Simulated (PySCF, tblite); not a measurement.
# C6H8FN: geometry, infrared bands and NMR shifts

Aim: predict the infrared bands and NMR shifts of C6H8FN (`C=C=C/C(=C\F)CN`).

Programs: tblite 0.8.0 and PySCF 2.14.0, with density-fitted response routines of our own. Each step states its level of theory. These are calculated values for one molecule in the gas phase, unless marked as measured. Atoms are numbered from 0 throughout.

## Step 1: Starting geometry

16 atoms, charge 0, multiplicity 1; geometry from: force field or distance geometry start.

Bonds of the start (Å): C0–C1 1.31, C1–C2 1.30, C2–C3 1.45, C3–C4 1.32, C4–F5 1.36, C3–C6 1.49, C6–N7 1.44, C0–H8 1.07, C0–H9 1.06, C2–H10 1.07, C4–H11 1.08, C6–H12 1.10, C6–H13 1.11, N7–H14 1.03, N7–H15 1.04.

## Step 2: Optimising the geometry with GFN2-xTB

What the job is given:

```
{"job": {"kind": "relax", "xc": "GFN2-xTB", "basis": "xTB"}, "charge": 0, "multiplicity": 1}
C      2.987900    -0.419700    -0.403400
C      1.903800    -0.401800     0.328500
C      0.833000    -0.392100     1.066000
C     -0.374800     0.076700     0.416900
C     -0.849000     1.260400     0.762400
F     -0.129900     1.951300     1.692200
C     -1.132500    -0.705200    -0.595600
N     -2.282000     0.036000    -1.030600
H      3.571100     0.481900    -0.395100
H      3.173100    -1.310900    -0.943100
H      0.928500    -0.724500     2.079300
H     -1.748500     1.680100     0.324700
H     -0.439400    -0.896600    -1.426000
H     -1.394000    -1.667100    -0.099800
H     -2.091600     0.908000    -1.541100
H     -2.963200     0.132600    -0.246800
```

Command:

```console
$ OMP_NUM_THREADS=1 python probes_run.py task.json out
```

This one command runs all jobs of the session in turn.

**Question.** This job is followed by: GFN2-xTB harmonic vibrations, gas phase; GIAO PBE0/pcSseg-1 NMR shielding, non-relativistic, gas phase. Predict these results of the whole session: strongest single infrared mode (GFN2-xTB); zero-point energy (GFN2-xTB); ¹³C shifts against TMS (PBE0/pcSseg-1); ¹H shifts against TMS (PBE0/pcSseg-1, means over atoms taken as alike); ¹⁹F shifts against CFCl3 (PBE0/pcSseg-1); ¹⁵N shifts against NH3 (PBE0/pcSseg-1).

As calculated:

```
                                                              quantity                                      value
                             strongest single infrared mode (GFN2-xTB)                       955 cm⁻¹, 271 km/mol
                                          zero-point energy (GFN2-xTB)                              77.6 kcal/mol
                                ¹³C shifts against TMS (PBE0/pcSseg-1)  222.1, 153.5, 127.8, 91.1, 82.6, 46.3 ppm
¹H shifts against TMS (PBE0/pcSseg-1, means over atoms taken as alike)           6.66, 6.57, 5.30, 3.54, 0.48 ppm
                              ¹⁹F shifts against CFCl3 (PBE0/pcSseg-1)                                 -142.7 ppm
                                ¹⁵N shifts against NH3 (PBE0/pcSseg-1)                                   26.6 ppm
```

What this shows: The optimisation took 132 steps and gained 0.792 eV; among the close pairs (by a distance rule), N7–H15 changed most, from 1.043 to 1.014 Å. All 42 modes are real, so the xTB geometry is a minimum. The strongest single mode, at 955 cm⁻¹, has its largest shares on H14, H15 and N7 (the list is cut at 3 atoms). Unscaled tight-binding wavenumbers are off by several per cent, some by more. Its intensities can rank the bands wrongly. C1 (central carbon of an allene) lies farthest downfield among carbon, at 222.1 ppm; the central sp carbon of an allene is among the most deshielded carbons of hydrocarbons. At PBE0/pcSseg-1: Shielding is most anisotropic at F5 (span 248 ppm, paramagnetic term -160 ppm).
